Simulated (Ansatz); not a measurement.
# BCl2FH4Si2: the cost of one run

All numbers are computed with the Python package of Ansatz 0.2.0. Level of theory: revpbe0/def2-SVP.

### 1 The system

Bond lengths: F1–Si2 1.710 Å, Si2–Cl3 2.067 Å, Si2–B4 1.980 Å, B4–Si5 1.896 Å, B4–Cl6 1.868 Å, Si2–H7 1.451 Å, Si5–H8 1.478 Å, Si5–H9 1.454 Å, Si5–H10 1.500 Å. Angles (14 of 15 angles, heavy atoms first): F1–Si2–Cl3 108.3°, F1–Si2–B4 109.4°, Cl3–Si2–B4 107.8°, Si2–B4–Si5 120.9°, Si2–B4–Cl6 117.1°, Si5–B4–Cl6 121.8°, F1–Si2–H7 112.5°, Cl3–Si2–H7 108.3°, B4–Si2–H7 110.4°, B4–Si5–H8 109.9°, B4–Si5–H9 110.2°, B4–Si5–H10 106.8°, H8–Si5–H9 113.2°, H8–Si5–H10 109.0°.

The script holds or builds the structure itself.

### 2 Script

File energy.py:

```python
"""Single point of BCl2FH4Si2."""

import ansatz as az
from ase import Atoms

atoms = Atoms(["F", "Si", "Cl", "B", "Si", "Cl", "H", "H", "H", "H"], positions=[
    [-1.7475, -1.1769, 1.4012],
    [-1.204, 0.4167, 1.1044],
    [0.0913, 0.9525, 2.6233],
    [-0.1918, 0.4607, -0.5969],
    [1.266, -0.7145, -0.8925],
    [-0.83, 1.5938, -1.9377],
    [-2.2901, 1.3777, 1.072],
    [1.8334, -0.4828, -2.2369],
    [0.852, -2.0915, -0.6739],
    [2.3039, -0.3868, 0.1401],
])
molecule = az.Crystal.molecule_from_ase(atoms)

base = molecule.calculation()
base = base.basis(gaussian="def2-SVP")
base = base.functional("revpbe0")
outcome = base.run(threads=1)
data = outcome.report

print("reference energy %16.6f eV" % data["reference_energy_ev"])
print("total energy     %16.6f eV" % data["free_energy_ev"])
print("occupied orbitals outside the frozen core (up, down):", data["n_occupied"], " frozen:", data["n_frozen"], " virtual:", data["n_virtual"])

state = data["mean_field"]["state"]
print(f"mean field: {state['energy']['hartree']:.7f} Ha, <S^2> = {abs(state['spin_squared']):.4f}, stability: {state.get('stability', {}).get('kind')}")
```

### 3 The run

Started as:

```console
> python energy.py
```

Q: Estimate wall time and peak memory on 1 thread of Arm Neoverse V2, shared host.

About 5 s, with a peak of 0.35 GiB.
